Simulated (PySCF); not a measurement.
# C5H14Si2: geometry, NMR shifts, electronic excitations and core binding energies

What NMR shifts, electronic excitations and core binding energies should C5H14Si2 (`CC(C)[SiH2]/C=C/[SiH3]`) show?

Programs: PySCF 2.14.0, with density-fitted response routines of our own. Each step states its level of theory. These are calculated values for one molecule in the gas phase, unless marked as measured. Atoms are numbered from 0 throughout.

## (1) The starting structure

21 atoms, charge 0, multiplicity 1; geometry from: GFN2-xTB.

Bonds of the start (Å): C0–C1 1.53, C1–C2 1.53, C1–Si3 1.91, Si3–C4 1.88, C4–C5 1.33, C5–Si6 1.88, C0–H7 1.09, C0–H8 1.09, C0–H9 1.09, C1–H10 1.10, C2–H11 1.09, C2–H12 1.09, C2–H13 1.09, Si3–H14 1.47, Si3–H15 1.47, C4–H16 1.09, C5–H17 1.08, Si6–H18 1.46, Si6–H19 1.47, Si6–H20 1.47.

## (2) Relaxing the molecule at PBE0-D3(BJ)/def2-SVP

Job settings and geometry (Å):

```
{"job": {"xc": "PBE0", "basis": "def2-SVP", "d3": "d3bj", "grid": 1, "kind": "geom"}, "charge": 0, "multiplicity": 1}
C     -1.398783    -0.465791    -1.332810
C     -1.719834    -0.466372     0.160415
C     -3.156692    -0.008229     0.391413
Si    -0.481101     0.610042     1.144650
C      1.249764    -0.056705     0.825658
C      2.261779     0.627420     0.295251
Si     3.979577    -0.058204    -0.047625
H     -2.094798    -1.103198    -1.878222
H     -0.389073    -0.830380    -1.512480
H     -1.473534     0.540865    -1.740176
H     -1.640075    -1.500334     0.515908
H     -3.859337    -0.652133    -0.137353
H     -3.404549    -0.030395     1.450354
H     -3.294853     1.009712     0.032212
H     -0.576277     2.008864     0.708725
H     -0.793832     0.514904     2.578195
H      1.427208    -1.094627     1.089389
H      2.086467     1.665307     0.032516
H      4.033326    -1.462593     0.363869
H      4.263788     0.046096    -1.482274
H      4.971906     0.722692     0.696616
```

**Question.** This job is followed by: GIAO PBE0/pcSseg-1 NMR shielding, non-relativistic, gas phase; TDDFT B3LYP/def2-SVPD, vertical, gas phase, core orbitals frozen in the response; GIAO B97-2/pcSseg-1 NMR shielding, non-relativistic, gas phase; delta-SCF UKS SCAN, pcX-2 on the ionised atom, pcseg-1 elsewhere, spin-free X2C. What will the session give for the following? point group; rotational constants (main isotopes); ¹³C shifts against TMS (PBE0/pcSseg-1, means over atoms taken as alike); ¹H shifts against TMS (PBE0/pcSseg-1, means over atoms taken as alike); ²⁹Si shifts against TMS (PBE0/pcSseg-1); lowest singlet (B3LYP/def2-SVPD); brightest single state of those computed; lowest triplet; vertical ionisation energy (ΔSCF); C1s binding energies, SCAN/pcX-2; Si1s binding energies, SCAN/pcX-2; Si2p binding energies, SCAN/pcX-2; range of the shift of C4.

**Answer**, as computed:

| quantity | value |
| --- | --- |
| point group | C1 |
| rotational constants (main isotopes) | 4.32, 0.62, 0.57 GHz |
| ¹³C shifts against TMS (PBE0/pcSseg-1, means over atoms taken as alike) | 161.3, 155.1, 19.9, 13.6 ppm |
| ¹H shifts against TMS (PBE0/pcSseg-1, means over atoms taken as alike) | 7.11, 6.99, 4.21, 4.12, 1.04, 0.85 ppm |
| ²⁹Si shifts against TMS (PBE0/pcSseg-1) | -20.3, -64.9 ppm |
| lowest singlet (B3LYP/def2-SVPD) | 5.58 eV (222 nm), f = 0.030 |
| brightest single state of those computed | state 2, 6.05 eV, f = 0.281 |
| lowest triplet | 4.06 eV |
| vertical ionisation energy (ΔSCF) | 9.25 eV |
| C1s binding energies, SCAN/pcX-2 | C0 290.46, C1 290.03, C5 289.96, C4 289.94 eV |
| Si1s binding energies, SCAN/pcX-2 | Si6 1846.31, Si3 1845.86 eV |
| Si2p binding energies, SCAN/pcX-2 | Si6 106.75, Si3 106.30 eV |
| range of the shift of C4 | 157.1 to 161.3 ppm |

**Reading.** Relaxing lowered the energy by 0.108 eV in 4 steps; the close pair that moved most is Si3–H14, from 1.468 to 1.499 Å. The first singlet state (HOMO−1→LUMO 0.61, HOMO→LUMO 0.31) lies at 5.58 eV and is weak; of the 10 states computed, the strongest absorption comes from state 2 at 6.05 eV. The lowest triplet lies 1.51 eV below the lowest singlet (triplets in Tamm-Dancoff, singlets in full TDDFT). ΔSCF puts the ionisation energy at 9.25 eV, 1.76 eV above −ε(HOMO). The C1s levels kept as sound span 0.52 eV, from C4 (alkene CH) up to C0 (methyl carbon). Si6 (silicon bonded to C, 3 H) binds its Si1s electron 0.46 eV more tightly than Si3 (silicon bonded to 2 C, 2 H). The Si2p levels kept as sound span 0.45 eV, from Si3 (silicon bonded to 2 C, 2 H) up to Si6 (silicon bonded to C, 3 H). In ppm, C4 moves most: its shift spreads over 4.3 ppm, from 157.1 (B97-2/pcSseg-1) to 161.3 (PBE0/pcSseg-1).
